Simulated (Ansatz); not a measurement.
# MoCl+ (quintet): the correlation ladder, def2-TZVPP

An exercise on one series of results from a longer session: the logs are not shown, and one member is left open.

Computed with Ansatz 0.2.0, Gaussian basis. Level: def2-TZVPP, core rule «outside noble gas», up to 9 orbitals frozen.

Plan: UHF; ROHF; CCSD(T) on UHF.

### What is computed

The geometry is a PBE0/def2-TZVP stationary point (not a proven minimum) of the parent state, kept for this charge and spin. No spin-orbit coupling is included. Elements past krypton take def2 core potentials.

2 atoms, charge 1, spin multiplicity 5.

Atoms are counted from 1 here; the program's logs count them from 0.

Bond lengths: Mo1–Cl2 2.637 Å.

Coordinates:

```xyz
2
charge 1, multiplicity 5
Mo    0.00000    0.00000    0.00000
Cl    0.00000    0.00000    2.63720
```

The first run:

File in.yaml:

```yaml
crystal:
  periodic: [false, false, false]
  atoms:
    - {symbol: Mo, position_ang: [0.000000, 0.000000, 0.000000]}
    - {symbol: Cl, position_ang: [0.000000, 0.000000, 2.637200]}
basis:
  gaussian: {orbitals: def2-TZVPP}
total_charge: 1
magnetization: {spin_polarized: true, initial_magnetization: 4}
hamiltonian: {xc: hf}
output: {orbitals: {seedname: orbitals}}
```

Launch:

```bash
ansatz run in.yaml --threads 1 --pin off --events-out ev --progress --plain --max-ram 4096MiB --backend cpu
```

Among the steps run: UHF; ROHF; CCSD(T) on UHF.

One table of the session follows, with a row left open; its other results are not shown here.

It belongs to the step «Misses and costs». 

| method | from UCCSD(T) (kcal/mol) |
| --- | --- |
| ROHF | +190.47 |
| UHF | +185.67 |
| UMP2 | +24.62 |
| UCCSD | ? |
| UCCSD(T) | 0 |

**Question.** Estimate the row for UCCSD.

As computed: from UCCSD(T) (kcal/mol): +8.41. In the column «from UCCSD(T) (kcal/mol)» it lies between UCCSD(T) (0) and UMP2 (+24.62).
